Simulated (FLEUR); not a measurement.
# TiB2 (P6/mmm) in FLEUR: notebook, part 2 of 2

FLEUR MaX-R8.1 (later development tree). The steps go on from the part before.

### Step 3. Equation of state, SCAN, 8.04 Å³/atom (volume scaled by 0.94)

Changes to inp.xml since step 2:

```diff
@@ -6,3 +6,3 @@
    <calculationSetup>
-      <cutoffs Kmax="4.71" Gmax="14.6" GmaxXC="14.6" numbands="0"/>
+      <cutoffs Kmax="4.86" Gmax="15.1" GmaxXC="15.1" numbands="0"/>
       <scfLoop itmax="80" minDistance="0.0001" maxIterBroyd="30" imix="Anderson" alpha="0.05" precondParam="0.0" spinf="2.0" sdNocoIR="T"/>
@@ -27,3 +27,3 @@
       <xi:include xmlns:xi="http://www.w3.org/2001/XInclude" href="sym.xml"> </xi:include>
-      <bulkLattice scale="1.0">
+      <bulkLattice scale="0.9795861087">
          <bravaisMatrix>
@@ -37,3 +37,3 @@
       <species name="Titanium (Ti)" element="Ti" atomicNumber="22">
-         <mtSphere radius="2.64" gridPoints="873" logIncrement="0.014"/>
+         <mtSphere radius="2.56" gridPoints="873" logIncrement="0.014"/>
          <atomicCutoffs lmax="10" lnonsphr="10"/>
@@ -53,3 +53,3 @@
       <species name="Boron (B)" element="B" atomicNumber="5">
-         <mtSphere radius="1.53" gridPoints="507" logIncrement="0.02"/>
+         <mtSphere radius="1.48" gridPoints="507" logIncrement="0.02"/>
          <atomicCutoffs lmax="8" lnonsphr="8"/>
```

Potentials or basis: all-electron, FLAPW.

The run is started by

```
$ inpgen -f crystal.txt -profile fastHighL
$ # inp.xml edited to the form shown
$ fleur_MPI
```

It took 70 s on 1 thread of Arm Neoverse V1, shared host; peak memory 0.09 GiB.

Results (log left out):

| Property | Result |
| --- | --- |
| Free energy | -24597.7570 eV |
| Band gap on the k mesh | none (metal or under the smearing width) |
| Valence electrons inside the program's atomic spheres | Ti 11.29; B 1.38 (radii Ti 2.56, B 1.48 bohr) |

Caveat: the meta-GGA is that of a development version, with a GGA for the radial functions and cores and without core tails.

### Step 4. Equation of state, SCAN, 8.21 Å³/atom (volume scaled by 0.96)

Changes to inp.xml since step 3:

```diff
@@ -27,3 +27,3 @@
       <xi:include xmlns:xi="http://www.w3.org/2001/XInclude" href="sym.xml"> </xi:include>
-      <bulkLattice scale="0.9795861087">
+      <bulkLattice scale="0.9864848297">
          <bravaisMatrix>
```

The run is started by

```
$ inpgen -f crystal.txt -profile fastHighL
$ # inp.xml edited to the form shown
$ fleur_MPI
```

Wall time 73 s (1 thread of Arm Neoverse V1, shared host); peak memory 0.09 GiB.

It converged, with:

| Item | Value |
| --- | --- |
| Free energy | -24597.7951 eV |
| Band gap on the k mesh | none (metal or under the smearing width) |
| Valence electrons inside the program's atomic spheres | Ti 11.23; B 1.36 (radii Ti 2.56, B 1.48 bohr) |

Caveat: the meta-GGA is that of a development version, with a GGA for the radial functions and cores and without core tails.

### Step 5. Equation of state, SCAN, 8.55 Å³/atom

Changes to inp.xml since step 4:

```diff
@@ -27,3 +27,3 @@
       <xi:include xmlns:xi="http://www.w3.org/2001/XInclude" href="sym.xml"> </xi:include>
-      <bulkLattice scale="0.9864848297">
+      <bulkLattice scale="1.0000000000">
          <bravaisMatrix>
```

The run is started by

```
$ inpgen -f crystal.txt -profile fastHighL
$ # inp.xml edited to the form shown
$ fleur_MPI
```

Wall time 77 s (1 thread of Arm Neoverse V1, shared host); peak memory 0.09 GiB.

The run converged. Its results:

```yaml
Free_energy: -24597.8134 eV
Band_gap_on_the_k_mesh: none (metal or under the smearing width)
Valence_electrons_inside_the_program's_atomic_spheres: Ti 11.11; B 1.33 (radii Ti 2.56, B 1.48 bohr)
```

Caveat: the meta-GGA is that of a development version, with a GGA for the radial functions and cores and without core tails.

### Step 6. Equation of state, SCAN, 8.89 Å³/atom (volume scaled by 1.04)

Changes to inp.xml since step 5:

```diff
@@ -27,3 +27,3 @@
       <xi:include xmlns:xi="http://www.w3.org/2001/XInclude" href="sym.xml"> </xi:include>
-      <bulkLattice scale="1.0000000000">
+      <bulkLattice scale="1.0131594038">
          <bravaisMatrix>
```

Potentials or basis: all-electron, FLAPW.

The run is started by

```
$ inpgen -f crystal.txt -profile fastHighL
$ # inp.xml edited to the form shown
$ fleur_MPI
```

Run time: 80 s. Hardware: 1 thread of Arm Neoverse V1, shared host; peak memory 0.09 GiB.

It converged, with:

```yaml
Free_energy: -24597.7658 eV
Band_gap_on_the_k_mesh: none (metal or under the smearing width)
Valence_electrons_inside_the_program's_atomic_spheres: Ti 11.00; B 1.30 (radii Ti 2.56, B 1.48 bohr)
```

Caveat: the meta-GGA is that of a development version, with a GGA for the radial functions and cores and without core tails.

### Step 7. Equation of state, SCAN, 9.06 Å³/atom (volume scaled by 1.06)

Changes to inp.xml since step 6:

```diff
@@ -27,3 +27,3 @@
       <xi:include xmlns:xi="http://www.w3.org/2001/XInclude" href="sym.xml"> </xi:include>
-      <bulkLattice scale="1.0131594038">
+      <bulkLattice scale="1.0196128224">
          <bravaisMatrix>
```

The run is started by

```
$ inpgen -f crystal.txt -profile fastHighL
$ # inp.xml edited to the form shown
$ fleur_MPI
```

Wall time 82 s (1 thread of Arm Neoverse V1, shared host); peak memory 0.09 GiB.

The run converged. Its results:

```
Free energy                                           : -24597.7216 eV
Band gap on the k mesh                                : none (metal or under the smearing width)
Valence electrons inside the program's atomic spheres : Ti 10.95; B 1.28 (radii Ti 2.56, B 1.48 bohr)
```

Caveat: the meta-GGA is that of a development version, with a GGA for the radial functions and cores and without core tails.

### Step 8. Equation of state, SCAN

This step only gathers the single runs of the series.

What came out:

* Equilibrium volume: 8.47 Å³/atom
* Bulk modulus at fixed shape and positions: 265 GPa

Energy against volume, from the lowest point:
| volume (Å³/atom) | energy (meV/atom) |
| --- | --- |
| 8.039 | 18.79 |
| 8.210 | 6.10 |
| 8.552 | 0.00 |
| 8.894 | 15.84 |
| 9.065 | 30.60 |

Caveat: the meta-GGA is that of a development version, with a GGA for the radial functions and cores and without core tails; the cell was scaled at fixed shape and fractional positions, which overstates the stiffness of a crystal with free parameters, most of all of layers and chains.
